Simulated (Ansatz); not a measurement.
# CH₈ClNSi₂: a ladder of functionals and wavefunction methods

Aim: compute CH₈ClNSi₂ with functionals from several rungs and with coupled cluster. The yardstick is the atomisation energy at the CCSD(T) limit.

Program: Ansatz 0.2.0, Gaussian basis. Level of theory: functionals in def2-TZVPP, the program's frozen cores in correlated methods. These are calculated values, not measurements.

The runs, in order: LDA (SPW92), PBE-D4, revPBE-D4, BLYP-D4, r2SCAN-D4, B97M-V, PBE0-D4, B3LYP-D4, r2SCANh-D4, r2SCAN0-D4, HSE06-D4, BHLYP-D4, CAM-B3LYP-D4, LC-ωPBE, ωB97X-V, ωB97M-V, B2PLYP, PBE-QIDH; CCSD(T)/def2-SVP; CCSD(T)/def2-TZVPP; MP2/def2-QZVPP; extrapolation to the limit; RPA on PBE.

### Step 1. The relaxed structure

An earlier PBE0-D4 in a triple-zeta def2 set relaxation fixed the geometry.

SMILES `C[SiH2][SiH](N)Cl`, 13 atoms, charge 0, spin multiplicity 1.

Atoms are counted from 1 here; the program's logs count them from 0.

Bond lengths: C1–Si2 1.873 Å, C1–H6 1.092 Å, C1–H7 1.092 Å, C1–H8 1.092 Å, Si2–Si3 2.338 Å, Si2–H9 1.490 Å, Si2–H10 1.493 Å, Si3–N4 1.706 Å, Si3–Cl5 2.092 Å, Si3–H11 1.484 Å, N4–H12 1.007 Å, N4–H13 1.008 Å. Angles: Si2–C1–H6 110.2°, Si2–C1–H7 110.8°, Si2–C1–H8 110.9°, H6–C1–H7 108.0°, H6–C1–H8 108.6°, H7–C1–H8 108.2°, C1–Si2–Si3 111.3°, C1–Si2–H9 111.1°, C1–Si2–H10 110.7°, Si3–Si2–H9 109.2°, Si3–Si2–H10 106.9°, H9–Si2–H10 107.5°, Si2–Si3–N4 110.0°, Si2–Si3–Cl5 105.7°, Si2–Si3–H11 115.6°, N4–Si3–Cl5 114.4°, N4–Si3–H11 107.0°, Cl5–Si3–H11 104.3° and more.

Geometry (Å):

```xyz
13
CH8ClNSi2
C    -0.7782   -1.0385    1.8927
Si    0.5438   -0.7031    0.6096
Si   -0.2913    0.5813   -1.1565
N     0.9972    1.2006   -2.0873
Cl   -1.4980    2.0430   -0.2723
H    -1.1932   -0.0984    2.2617
H    -1.5946   -1.6234    1.4634
H    -0.3679   -1.5939    2.7388
H     1.1010   -1.9756    0.0695
H     1.6761    0.0639    1.2075
H    -1.2000   -0.1266   -2.0917
H     1.8005    1.6087   -1.6366
H     0.8251    1.6271   -2.9841
```

### Step 2. LDA

This LDA is Slater exchange with PW92 correlation.

Contents of in.yaml:

```yaml
crystal:
  periodic: [false, false, false]
  atoms:
    - {symbol: C, position_ang: [-0.778207, -1.038479, 1.892707]}
    - {symbol: Si, position_ang: [0.543823, -0.703093, 0.609596]}
    - {symbol: Si, position_ang: [-0.291270, 0.581296, -1.156470]}
    - {symbol: N, position_ang: [0.997229, 1.200647, -2.087280]}
    - {symbol: Cl, position_ang: [-1.498000, 2.043043, -0.272341]}
    - {symbol: H, position_ang: [-1.193179, -0.098379, 2.261739]}
    - {symbol: H, position_ang: [-1.594638, -1.623358, 1.463399]}
    - {symbol: H, position_ang: [-0.367950, -1.593883, 2.738768]}
    - {symbol: H, position_ang: [1.100950, -1.975638, 0.069524]}
    - {symbol: H, position_ang: [1.676121, 0.063865, 1.207490]}
    - {symbol: H, position_ang: [-1.200024, -0.126617, -2.091685]}
    - {symbol: H, position_ang: [1.800459, 1.608747, -1.636578]}
    - {symbol: H, position_ang: [0.825088, 1.627051, -2.984069]}
basis:
  gaussian: {orbitals: def2-TZVPP}
hamiltonian: {xc: lda}
output: {orbitals: {seedname: orbitals}}
```

The run is started by

```console
> ansatz run in.yaml --threads 4 --pin off --events-out ev --progress --plain --max-ram 10444MiB
```

After this run come: PBE-D4 (GGA); revPBE-D4 (GGA); BLYP-D4 (GGA); r2SCAN-D4 (meta-GGA); B97M-V (meta-GGA); PBE0-D4 (hybrid); B3LYP-D4 (hybrid); r2SCANh-D4 (hybrid); r2SCAN0-D4 (hybrid); HSE06-D4 (hybrid); BHLYP-D4 (hybrid); CAM-B3LYP-D4 (range-separated); LC-ωPBE (range-separated); ωB97X-V (range-separated); ωB97M-V (range-separated); B2PLYP (double hybrid); PBE-QIDH (double hybrid); CCSD(T) in def2-SVP; CCSD(T) in def2-TZVPP; MP2 in def2-QZVPP; RPA on PBE orbitals.

Q: Predict the results of all the runs planned. Wanted: atomisation energy, CCSD(T)/CBS; farthest beyond LDA; mean size of error, GGA; mean size of error, meta-GGA; mean size of error, hybrid; mean size of error, range-separated; mean size of error, double hybrid; gap, smallest and largest; T1 diagnostic.

**Answer**, as computed:

| quantity | value |
| --- | --- |
| atomisation energy, CCSD(T)/CBS | 45.705 eV |
| functionals within 0.229 eV (0.5 %) | PBE-D4, r2SCAN-D4, B97M-V, PBE0-D4, B3LYP-D4, HSE06-D4, CAM-B3LYP-D4, ωB97M-V |
| farthest beyond LDA | BHLYP-D4 (-0.888 eV) |
| mean size of error, GGA | 0.422 eV |
| mean size of error, meta-GGA | 0.119 eV |
| mean size of error, hybrid | 0.349 eV |
| mean size of error, range-separated | 0.226 eV |
| mean size of error, double hybrid | 0.586 eV |
| gap, smallest and largest | 5.38 eV (LDA (SPW92)), 12.27 eV (LC-ωPBE) |
| T1 diagnostic | 0.0106 |
| triples share of the correlation energy | 3.8 % |

**Reading.** LDA overbinds by 5.450 eV (12 %). PBE-D4 is off by +0.201 eV. Double hybrids carry the basis error of their MP2 part in triple zeta, and no dispersion term here, so their miss is partly the set-up's. The rungs meta-GGA, range-separated miss on average by less than the doubt on the reference (0.229 eV), so they tie. The reference freezes the cores and leaves out relativity and excitations past (T), so misses under about 0.229 eV can't be ranked. Hartree-Fock recovers 74 % of the binding; the rest is correlation. CCSD(T) in def2-SVP is off by -3.325 eV, so the small basis spoils what the method gains. The gap grows from 5.4 to 12.3 eV across the functionals, mostly with the share of exact exchange.
